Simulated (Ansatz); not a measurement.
# AlGeH₄NO: one species, many methods

An exercise on one series of results from a longer session: the logs are not shown, and one member is left open.

The runs use Ansatz 0.2.0, Gaussian basis; functionals in def2-TZVPP, the program's frozen cores in correlated methods.

The runs, in order: LDA (SPW92), PBE-D4, revPBE-D4, BLYP-D4, r2SCAN-D4, B97M-V, PBE0-D4, B3LYP-D4, r2SCANh-D4, r2SCAN0-D4, HSE06-D4, BHLYP-D4, CAM-B3LYP-D4, LC-ωPBE, ωB97X-V, ωB97M-V, B2PLYP, PBE-QIDH; CCSD(T)/def2-SVP; CCSD(T)/def2-TZVPP; MP2/def2-QZVPP; extrapolation to the limit; RPA on PBE.

### Structure used throughout

An earlier PBE0-D4 in a triple-zeta def2 set relaxation fixed the geometry.

SMILES `[NH2][GeH]1[O][AlH]1`, 8 atoms, charge 0, spin multiplicity 1.

Atoms are counted from 1 here; the program's logs count them from 0.

Bond lengths: N1–Ge2 1.822 Å, N1–H5 1.009 Å, N1–H6 1.008 Å, Ge2–O3 1.896 Å, Ge2–Al4 2.331 Å, Ge2–H7 1.543 Å, O3–Al4 1.699 Å, Al4–H8 1.577 Å. Angles: Ge2–N1–H5 116.8°, Ge2–N1–H6 117.5°, H5–N1–H6 110.6°, N1–Ge2–O3 114.7°, N1–Ge2–Al4 126.9°, N1–Ge2–H7 103.9°, O3–Ge2–Al4 46.0°, O3–Ge2–H7 108.8°, Al4–Ge2–H7 128.4°, Ge2–O3–Al4 80.7°, Ge2–Al4–O3 53.4°, Ge2–Al4–H8 168.5°, O3–Al4–H8 138.1°.

Geometry (Å):

```xyz
8

N    -1.00075    1.33037    0.51438
Ge    0.23912    0.00013    0.62691
O     1.17750   -0.34603   -0.98353
Al    0.43146   -1.85694   -0.76910
H    -0.66258    2.27639    0.61195
H    -1.68209    1.27116   -0.22615
H     1.23788    0.51187    1.68538
H     0.35165   -3.24414   -1.51564
```

The first run:

Contents of in.yaml:

```yaml
crystal:
  periodic: [false, false, false]
  atoms:
    - {symbol: N, position_ang: [-1.000748, 1.330370, 0.514385]}
    - {symbol: Ge, position_ang: [0.239122, 0.000125, 0.626907]}
    - {symbol: O, position_ang: [1.177500, -0.346031, -0.983534]}
    - {symbol: Al, position_ang: [0.431458, -1.856935, -0.769096]}
    - {symbol: H, position_ang: [-0.662575, 2.276388, 0.611946]}
    - {symbol: H, position_ang: [-1.682092, 1.271156, -0.226148]}
    - {symbol: H, position_ang: [1.237879, 0.511870, 1.685381]}
    - {symbol: H, position_ang: [0.351655, -3.244141, -1.515641]}
basis:
  gaussian: {orbitals: def2-TZVPP}
hamiltonian: {xc: lda}
output: {orbitals: {seedname: orbitals}}
```

Among the steps run: LDA; PBE-D4 (GGA); revPBE-D4 (GGA); BLYP-D4 (GGA); r2SCAN-D4 (meta-GGA); B97M-V (meta-GGA); PBE0-D4 (hybrid); B3LYP-D4 (hybrid); r2SCANh-D4 (hybrid); r2SCAN0-D4 (hybrid); HSE06-D4 (hybrid); BHLYP-D4 (hybrid); CAM-B3LYP-D4 (range-separated); LC-ωPBE (range-separated); ωB97X-V (range-separated); ωB97M-V (range-separated); B2PLYP (double hybrid); PBE-QIDH (double hybrid).

One table of the session follows, with a row left open; its other results are not shown here.

It belongs to the step «Orbital energies across the functionals». 

```
  functional  HOMO (eV)  LUMO (eV)  gap (eV)
 LDA (SPW92)      -5.37      -2.35      3.02
      PBE-D4      -5.23      -2.14      3.09
   revPBE-D4      -5.18      -2.05      3.13
     BLYP-D4      -5.12      -2.02      3.09
   r2SCAN-D4      -5.44      -1.90      3.55
      B97M-V      -5.50      -2.02      3.48
     PBE0-D4      -6.31      -1.41      4.90
    B3LYP-D4      -6.14      -1.60      4.54
  r2SCANh-D4      -5.85      -1.64      4.21
  r2SCAN0-D4      -6.45      -1.26      5.18
    HSE06-D4      -5.92      -1.77      4.14
    BHLYP-D4      -7.29      -0.65      6.64
CAM-B3LYP-D4      -7.56      -0.46      7.10
     LC-ωPBE      -8.76       0.60      9.36
     ωB97X-V          ?          ?         ?
     ωB97M-V      -8.34       0.24      8.58
```

**Question.** Estimate the row for ωB97X-V.

**Answer.** HOMO (eV): -8.48; LUMO (eV): 0.50; gap (eV): 8.98. In the column «HOMO (eV)» it lies between LC-ωPBE (-8.76) and ωB97M-V (-8.34).
